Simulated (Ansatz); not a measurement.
# CH₄BClS: basis-set convergence

How large a basis does CH₄BClS need? Two functionals are run in growing sets.

The runs use Ansatz 0.2.0, Gaussian basis; one geometry, several basis sets.

The runs, in order: PBE0-D4/def2-SVP; ωB97M-V/def2-SVP; PBE0-D4/def2-QZVPP; ωB97M-V/def2-QZVPP; the functionals' def2-TZVPP values are taken from earlier runs.

## 1. The geometry

The geometry comes from an earlier relaxation with PBE0-D4 in a triple-zeta def2 set; it is a stationary point, not always the lowest conformer.

SMILES `CSBCl`, 8 atoms, charge 0, spin multiplicity 1.

Atoms are counted from 1 here; the program's logs count them from 0.

Bond lengths: C1–S2 1.810 Å, C1–H5 1.088 Å, C1–H6 1.089 Å, C1–H7 1.089 Å, S2–B3 1.766 Å, B3–Cl4 1.749 Å, B3–H8 1.191 Å. Angles: S2–C1–H5 110.2°, S2–C1–H6 109.0°, S2–C1–H7 109.0°, H5–C1–H6 109.7°, H5–C1–H7 109.7°, H6–C1–H7 109.3°, C1–S2–B3 103.2°, S2–B3–Cl4 119.0°, S2–B3–H8 121.7°, Cl4–B3–H8 119.3°.

## 2. PBE0-D4 in def2-SVP

Input file in.yaml:

```yaml
crystal:
  periodic: [false, false, false]
  atoms:
    - {symbol: C, position_ang: [-0.471022, 1.184187, 0.216309]}
    - {symbol: S, position_ang: [0.979414, 0.341070, -0.461897]}
    - {symbol: B, position_ang: [0.578935, -1.367647, -0.269571]}
    - {symbol: Cl, position_ang: [1.728254, -2.572206, -0.805594]}
    - {symbol: H, position_ang: [-1.201928, 0.455274, 0.560890]}
    - {symbol: H, position_ang: [-0.157767, 1.812583, 1.049099]}
    - {symbol: H, position_ang: [-0.912200, 1.808693, -0.559483]}
    - {symbol: H, position_ang: [-0.451485, -1.719054, 0.214547]}
basis:
  gaussian: {orbitals: def2-SVP}
hamiltonian: {xc: pbe0, dispersion: d4}
output: {orbitals: {seedname: orbitals}}
```

Further steps of the session: ωB97M-V in def2-SVP; PBE0-D4 in def2-QZVPP; ωB97M-V in def2-QZVPP.

**Question.** What will the summary of the whole plan be? Wanted: PBE0-D4: double and triple zeta above quadruple; ωB97M-V: double and triple zeta above quadruple.

The runs gave:

| quantity | value |
| --- | --- |
| PBE0-D4: double and triple zeta above quadruple | 10.78, 0.80 eV |
| ωB97M-V: double and triple zeta above quadruple | 10.80, 0.76 eV |

**Reading.** PBE0-D4 gains 9.98 eV from double to triple zeta, then 0.80 eV more. Total energies overstate the basis error of differences, where much of it tends to cancel.
